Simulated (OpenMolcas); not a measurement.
# CH3BTe (SMILES B1C[Te]1): levels of theory compared

Aim: a comparison of 5 runs (HF/def2-SVP, B3LYP/def2-SVP, BHLYP/def2-SVP, M06-2X/def2-SVP, MP2/def2-SVP) of CH3BTe. 

Program for the calculation: OpenMolcas 26.06.

**1. The system as given**

The species is CH3BTe (6 atoms), meant as a singlet with charge 0. SMILES: `B1C[Te]1`. One bond was lengthened or shortened from a relaxed shape.

Bond lengths: B1–C2 1.519 Å, B1–Te3 2.072 Å, C2–Te3 2.212 Å, B1–H4 1.327 Å, C2–H5 1.080 Å, C2–H6 1.080 Å. Angles: B1–C2–Te3 64.4°, C2–B1–Te3 74.3°, B1–Te3–C2 41.4°, B1–C2–H5 122.0°, B1–C2–H6 122.0°, Te3–C2–H5 113.9°, Te3–C2–H6 113.8°, C2–B1–H4 143.4°, Te3–B1–H4 142.4°, H5–C2–H6 111.3°.

**2. A single-point energy at HF/def2-SVP (core potential) (run 1)**

Contents of test.inp:

```
&GATEWAY
BasLib
$CurrDir
Coord
6
bohr
B     -0.66256633    -1.05648352    -0.68074738
C      0.57078233     1.18637573     0.61743778
Te     2.18600684    -2.55462059     1.54797671
H     -2.47882935    -1.70544003    -2.28367733
H      1.86524472     2.42442980    -0.36206397
H     -0.29637520     2.12887663     2.20624391
Basis
def2-SVP
Group
NoSym
&SEWARD
&SCF
Thresholds
1e-10 1e-07 1e-07 1e-05
PrOrbitals
1
```

The basis set def2-SVP is read from a file made from the Basis Set Exchange's data (not shown).

Run with:

```bash
export MOLCAS_MEM=1860
pymolcas test.inp > test.log
```

Standard output:

```text
--- Start Module: gateway ---
[...]
--- Stop Module: gateway /rc=_RC_ALL_IS_WELL_ ---
--- Start Module: seward ---
[...]
      Basis functions           69
--- Stop Module: seward /rc=_RC_ALL_IS_WELL_ ---
[...]
--- Start Module: scf ---
[...]
       Convergence after  16 Iterations
[...]
::    Total SCF energy                               -331.1999427175
[...]
      Total spin, S                                     0.0000000000
[...]
      Total electronic charge=   38.000000
      Total            charge=   -0.000000
[...]
      Dipole Moment (debye):
      Origin of the operator (angstrom)=    0.9590   -1.1076    0.6806
                   X= -5.0240E-01               Y=  1.1989E+00               Z= -2.8611E-01           Total=  1.3310E+00
      Quadrupole Moment (debye*angstrom):
[...]
--- Stop Module: scf /rc=_RC_ALL_IS_WELL_ ---
[...]
```

It took 3.9 s on 1 thread of Arm Neoverse V1, shared host; peak memory 0.41 GiB.

**3. A single-point energy at B3LYP/def2-SVP (core potential) (run 2)**

Contents of run.inp:

```
* CH3BTe Kohn-Sham DFT

&GATEWAY
 BasLib=$CurrDir
 BasisSet
 B.def2-SVP....
 B1 -0.350615 -0.559067 -0.360236 angstrom
 End of Basis
 BasisSet
 C.def2-SVP....
 C2 0.302045 0.627803 0.326734 angstrom
 End of Basis
 BasisSet
 Te.def2-SVP....
 Te3 1.156785 -1.351847 0.819154 angstrom
 End of Basis
 BasisSet
 H.def2-SVP....
 H4 -1.311740 -0.902480 -1.208470 angstrom
 H5 0.987045 1.282953 -0.191596 angstrom
 H6 -0.156835 1.126553 1.167494 angstrom
 End of Basis

&SEWARD
 GridInput
 Grid=UltraFine
 End of Grid

&SCF
 KSDFT=B3LYP
 Thresholds=1e-10 1e-07 1e-07 1e-05
 PrOrbitals=0
```

The basis set def2-SVP is read from a file made from the Basis Set Exchange's data (not shown).

Run with:

```bash
export MOLCAS_MEM=1860
pymolcas run.inp > run.log
```

Standard output:

```text
--- Start Module: gateway ---
[...]
--- Stop Module: gateway /rc=_RC_ALL_IS_WELL_ ---
--- Start Module: seward ---
[...]
      Basis functions           69
--- Stop Module: seward /rc=_RC_ALL_IS_WELL_ ---
[...]
--- Start Module: scf ---
[...]
       Convergence after  18 Iterations
[...]
::    Total KS-DFT energy                            -332.7840028931
[...]
      Total spin, S                                     0.0000000000
[...]
      Total electronic charge=   38.000000
      Total            charge=   -0.000000
[...]
      Dipole Moment (debye):
      Origin of the operator (angstrom)=    0.9590   -1.1076    0.6806
                   X=  3.2307E-02               Y=  8.2437E-01               Z=  1.2174E-01           Total=  8.3394E-01
      Quadrupole Moment (debye*angstrom):
[...]
--- Stop Module: scf /rc=_RC_ALL_IS_WELL_ ---
[...]
```

Wall time 19 s (1 thread of Arm Neoverse V1, shared host); peak memory 0.41 GiB.

**4. The energy at BHLYP/def2-SVP (core potential) (run 3)**

Contents of job.input:

```
* CH3BTe Kohn-Sham DFT
>>> EXPORT MOLCAS_PRINT=2
&GATEWAY
BASLIB=$CurrDir
COORD
6
angstrom
B       -0.350615      -0.559067      -0.360236
C        0.302045       0.627803       0.326734
Te       1.156785      -1.351847       0.819154
H       -1.311740      -0.902480      -1.208470
H        0.987045       1.282953      -0.191596
H       -0.156835       1.126553       1.167494
BASIS=def2-SVP
GROUP=NoSym
&SEWARD
GRIDINPUT
Grid=UltraFine
End of Grid
&SCF
KSDFT=HYB_GGA_XC_BHANDHLYP
THRESHOLDS=1e-10 1e-07 1e-07 1e-05
PRORBITALS=1 1
```

The basis set def2-SVP is read from a file made from the Basis Set Exchange's data (not shown).

Run with:

```bash
export MOLCAS_MEM=1860
pymolcas job.input > job.log
```

Standard output:

```text
--- Start Module: gateway ---
[...]
--- Stop Module: gateway /rc=_RC_ALL_IS_WELL_ ---
--- Start Module: seward ---
[...]
      Basis functions           69
--- Stop Module: seward /rc=_RC_ALL_IS_WELL_ ---
[...]
--- Start Module: scf ---
[...]
       Convergence after  15 Iterations
[...]
::    Total KS-DFT energy                            -332.5895477832
[...]
      Total spin, S                                     0.0000000000
[...]
      Total electronic charge=   38.000000
      Total            charge=   -0.000000
[...]
      Dipole Moment (debye):
      Origin of the operator (angstrom)=    0.9590   -1.1076    0.6806
                   X= -1.6828E-01               Y=  9.4456E-01               Z= -3.3619E-02           Total=  9.6002E-01
      Quadrupole Moment (debye*angstrom):
[...]
--- Stop Module: scf /rc=_RC_ALL_IS_WELL_ ---
[...]
```

It took 16 s on 1 thread of Arm Neoverse V1, shared host; peak memory 0.41 GiB.

Run 4 isn't shown in full; the table further down has it.

**5. The energy at MP2/def2-SVP (core potential) (run 5)**

Contents of mol.inp:

```
* CH3BTe MP2

&GATEWAY
  BasLib=$CurrDir
  Coord
  6
  angstrom
  B       -0.350615      -0.559067      -0.360236
  C        0.302045       0.627803       0.326734
  Te       1.156785      -1.351847       0.819154
  H       -1.311740      -0.902480      -1.208470
  H        0.987045       1.282953      -0.191596
  H       -0.156835       1.126553       1.167494
  Basis=def2-SVP
  Group=NoSym

&SEWARD

&SCF
  Thresholds=1e-10 1e-07 1e-07 1e-05
  PrOrbitals=1 2

&MBPT2
  Frozen=6
```

The basis set def2-SVP is read from a file made from the Basis Set Exchange's data (not shown).

Run with:

```bash
export MOLCAS_MEM=1860
pymolcas mol.inp > mol.log
```

Standard output:

```text
--- Start Module: gateway ---
[...]
--- Stop Module: gateway /rc=_RC_ALL_IS_WELL_ ---
[...]
      Basis functions           69
[...]
--- Start Module: scf ---
[...]
       Convergence after  15 Iterations
[...]
::    Total SCF energy                               -331.1999427173
[...]
      Total spin, S                                     0.0000000000
[...]
      Total electronic charge=   38.000000
      Total            charge=   -0.000000
[...]
      Dipole Moment (debye):
      Origin of the operator (angstrom)=    0.9590   -1.1076    0.6806
                   X= -5.0240E-01               Y=  1.1989E+00               Z= -2.8611E-01           Total=  1.3310E+00
      Quadrupole Moment (debye*angstrom):
[...]
--- Stop Module: scf /rc=_RC_ALL_IS_WELL_ ---
[...]
--- Start Module: mbpt2 ---
[...]
WARNING!
Default frozen orbitals as non valence orbitals is overwritten by user input.
Default values:   2
[...]
       Reference weight ( Cref**2 )         =        0.86234
::    Total MBPT2 energy                             -331.5428160577
[...]
      Total MBPT2 calculations                           0.12      0.15
--- Stop Module: mbpt2 /rc=_RC_ALL_IS_WELL_ ---
[...]
```

Run time: 4.2 s. Hardware: 1 thread of Arm Neoverse V1, shared host; peak memory 0.41 GiB.

**6. Overview of the runs**

```tsv
run	level	integration grid	frozen core orbitals	energy (Eh)	dipole moment (D) of the reference	HOMO energy (eV)	LUMO energy (eV)	wall time
1	HF/def2-SVP (core potential)	–	–	-331.199943	1.33	-8.59	1.89	3.9 s
2	B3LYP/def2-SVP (core potential)	UltraFine	–	-332.784003	0.83	-6.35	-1.68	19 s
3	BHLYP/def2-SVP (core potential)	UltraFine	–	-332.589548	0.96	-7.35	-0.52	16 s
4	M06-2X/def2-SVP (core potential)	UltraFine	–	-332.575651	0.94	-7.64	-0.74	22 s
5	MP2/def2-SVP (core potential)	–	6	-331.542816	1.33	-8.59	1.89	4.2 s
```

**7. Outcome**

| quantity | value |
| --- | --- |
| run 5: total energy | -331.54282 Eh |
| run 5: dipole moment (mean-field density) | 1.33 D |
| run 5: HOMO energy (Hartree–Fock orbitals) | -8.59 eV |
| run 5: LUMO energy (Hartree–Fock orbitals) | 1.89 eV |
| run 5: HOMO–LUMO gap (Hartree–Fock orbitals) | 10.47 eV |
| run 5: correlation energy (6 core orbitals frozen) | -342.9 mEh |

What this shows: Over runs 1, 2, 3, 4 the dipole moment (its size) runs from 0.83 D (B3LYP/def2-SVP) to 1.33 D (HF/def2-SVP). Over runs 1, 2, 3, 4 the HOMO–LUMO gap runs from 4.68 eV (B3LYP/def2-SVP) to 10.47 eV (HF/def2-SVP). Exact exchange widens orbital gaps. Totals of different functionals can't be ranked against each other. All runs together took 65 s, the longest 22 s.
